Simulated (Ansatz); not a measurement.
**CH₈ClNSi₂: a ladder of functionals and wavefunction methods**

One table from this session's results is given with a row withheld; the runs are named, their logs left out.

Method: functionals in def2-TZVPP, the program's frozen cores in correlated methods; program: Ansatz 0.2.0, Gaussian basis.

Levels to be run: PBE-D4, r2SCAN-D4, PBE0-D4, B3LYP-D4, ωB97X-V, ωB97M-V, B2PLYP; CCSD(T)/def2-TZVPP; MP2/def2-QZVPP; extrapolation to the limit.

## Structure used throughout

An earlier PBE0-D4 in a triple-zeta def2 set relaxation fixed the geometry.

SMILES `NC[SiH2][SiH2]Cl`, 13 atoms, charge 0, spin multiplicity 1.

Atoms are counted from 1 here; the program's logs count them from 0.

Bond lengths: N1–C2 1.458 Å, N1–H6 1.013 Å, N1–H7 1.012 Å, C2–Si3 1.887 Å, C2–H8 1.095 Å, C2–H9 1.101 Å, Si3–Si4 2.340 Å, Si3–H10 1.491 Å, Si3–H11 1.488 Å, Si4–Cl5 2.071 Å, Si4–H12 1.485 Å, Si4–H13 1.486 Å. Angles: C2–N1–H6 111.1°, C2–N1–H7 110.8°, H6–N1–H7 107.0°, N1–C2–Si3 110.0°, N1–C2–H8 108.8°, N1–C2–H9 115.1°, Si3–C2–H8 106.9°, Si3–C2–H9 109.2°, H8–C2–H9 106.4°, C2–Si3–Si4 110.3°, C2–Si3–H10 109.5°, C2–Si3–H11 111.3°, Si4–Si3–H10 108.0°, Si4–Si3–H11 109.2°, H10–Si3–H11 108.5°, Si3–Si4–Cl5 108.3°, Si3–Si4–H12 112.8°, Si3–Si4–H13 112.5° and more.

Coordinates:

```mol
CH8ClNSi2
  3D, bonds by distance, orders not assigned

 13 12  0  0  0  0  0  0  0  0999 V2000
   -0.1618    2.0967    1.2365 N   0  0
   -0.6234    0.9629    0.4446 C   0  0
    0.7218   -0.3571    0.3605 Si  0  0
    0.0965   -2.0611   -1.1168 Si  0  0
   -0.3472   -1.2033   -2.9490 Cl  0  0
   -0.8863    2.7987    1.3250 H   0  0
    0.6323    2.5439    0.7965 H   0  0
   -1.4852    0.5089    0.9455 H   0  0
   -0.9528    1.2091   -0.5767 H   0  0
    1.9854    0.2503   -0.1470 H   0  0
    0.9871   -0.9442    1.7023 H   0  0
    1.1765   -3.0564   -1.3393 H   0  0
   -1.1226   -2.7831   -0.6673 H   0  0
  1  2  8  0
  2  3  8  0
  3  4  8  0
  4  5  8  0
  1  6  8  0
  1  7  8  0
  2  8  8  0
  2  9  8  0
  3 10  8  0
  3 11  8  0
  4 12  8  0
  4 13  8  0
M  END
```

The first run:

in.yaml

```yaml
crystal:
  periodic: [false, false, false]
  atoms:
    - {symbol: N, position_ang: [-0.161794, 2.096741, 1.236541]}
    - {symbol: C, position_ang: [-0.623412, 0.962852, 0.444566]}
    - {symbol: Si, position_ang: [0.721835, -0.357073, 0.360516]}
    - {symbol: Si, position_ang: [0.096475, -2.061136, -1.116842]}
    - {symbol: Cl, position_ang: [-0.347218, -1.203284, -2.948981]}
    - {symbol: H, position_ang: [-0.886297, 2.798703, 1.324988]}
    - {symbol: H, position_ang: [0.632309, 2.543868, 0.796485]}
    - {symbol: H, position_ang: [-1.485226, 0.508913, 0.945533]}
    - {symbol: H, position_ang: [-0.952772, 1.209110, -0.576677]}
    - {symbol: H, position_ang: [1.985434, 0.250306, -0.146965]}
    - {symbol: H, position_ang: [0.987105, -0.944240, 1.702256]}
    - {symbol: H, position_ang: [1.176457, -3.056418, -1.339308]}
    - {symbol: H, position_ang: [-1.122596, -2.783141, -0.667311]}
basis:
  gaussian: {orbitals: def2-TZVPP}
hamiltonian: {xc: pbe, dispersion: d4}
output: {forces: true, orbitals: {seedname: orbitals}}
```

The run is started by

```console
$ ansatz run in.yaml --threads 4 --pin off --events-out ev --progress --plain --max-ram 10444MiB
```

Among the steps run: PBE-D4 (GGA); r2SCAN-D4 (meta-GGA); PBE0-D4 (hybrid); B3LYP-D4 (hybrid); ωB97X-V (range-separated); ωB97M-V (range-separated); B2PLYP (double hybrid); CCSD(T) in def2-TZVPP; MP2 in def2-QZVPP.

One of the session's tables, all rows but one given; the rest of the session is left out.

It belongs to the step «Atomisation energies». 

```
            method  atomisation energy (kJ/mol)
            PBE-D4                       4277.6
         r2SCAN-D4                       4241.7
           PBE0-D4                            ?
          B3LYP-D4                       4245.9
           ωB97X-V                       4280.5
           ωB97M-V                       4261.0
            B2PLYP                       4184.4
     HF/def2-TZVPP                       3104.0
    MP2/def2-TZVPP                       4143.1
   CCSD/def2-TZVPP                       4074.3
CCSD(T)/def2-TZVPP                       4127.0
           MP2/CBS                       4267.0
       CCSD(T)/CBS                       4250.8
```

**Question.** Estimate the row for PBE0-D4.

**Answer.** atomisation energy (kJ/mol): 4235.3. In the column «atomisation energy (kJ/mol)» it lies between B2PLYP (4184.4) and r2SCAN-D4 (4241.7).

To keep in mind: Free atoms (1 N, 1 C, 2 Si, 1 Cl, 8 H) were run apart at each level; the atomisation energy is their sum less the molecule, without zero-point or spin-orbit terms.
